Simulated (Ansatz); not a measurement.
# OsCl3: the cost of one run

Computed with Ansatz 0.2.0 (DFT LDA+U (U_eff = 3 eV on Os d), plane waves, PAW, no spin–orbit coupling unless a run says so, unless a step's input says otherwise).

**1. The system as given**

The structure is cubic, space group Pm-3m (No. 221). The conventional cell has a = 4.912 Å, b = 4.912 Å, c = 4.912 Å, α = 90.00°, β = 90.00°, γ = 90.00°. Os (site symmetry m-3m) is surrounded by 6 Cl at 2.46 Å. Cl (site symmetry 4/mmm) has 2 Os at 2.46 Å in its first shell of neighbours.

Coordinates:

```xyz
4
Lattice="4.9123 0.0000 0.0000 0.0000 4.9123 0.0000 0.0000 0.0000 4.9123" Properties=species:S:1:pos:R:3 pbc="T T T"
Os    0.0000    0.0000    0.0000
Cl    2.4562    0.0000    0.0000
Cl    0.0000    0.0000    2.4562
Cl    0.0000    2.4562    0.0000
```

**2. Ferromagnetic start, free, symmetry kept, no search**

Input file input.yaml:

```yaml
crystal:
  lattice:
    - [4.91231882, 0.0, 0.0]
    - [0.0, 4.91231882, 0.0]
    - [0.0, 0.0, 4.91231882]
  atoms:
    - { symbol: Os, position: [0.0, 0.0, 0.0], spin: 5.0 }
    - { symbol: Cl, position: [0.5, 0.0, 0.0] }
    - { symbol: Cl, position: [0.0, 0.0, 0.5] }
    - { symbol: Cl, position: [0.0, 0.5, 0.0] }
basis:
  ecutwfc: 420
  ecutrho_ratio: 4
kpoints:
  mp_grid: { grid: [4, 4, 4] }
hamiltonian:
  xc: lda
  hubbard: { sites: [{ site: 0, l: d, u_eff: 3.0 }] }
scf:
  occupations: { method: gaussian, width: 0.05 }
  lower_state_search: "off"
  max_iter: 150
output:
  forces: true
  stress: true
  eigenvalues: true
  populations: true
  hubbard: { sites: [{ site: 0, l: d }] }
magnetization:
  spin_polarized: true
```

Launch:

```sh
ansatz run input.yaml --threads 2 --pin off --max-ram 3072MiB --backend cpu --events-out ev --progress --plain --runs-dir out
```

Q: Estimate wall time and peak memory on 2 threads of Intel Xeon 6975P-C (Granite Rapids), shared host.

About 2.4 s, with a peak of 0.43 GiB.
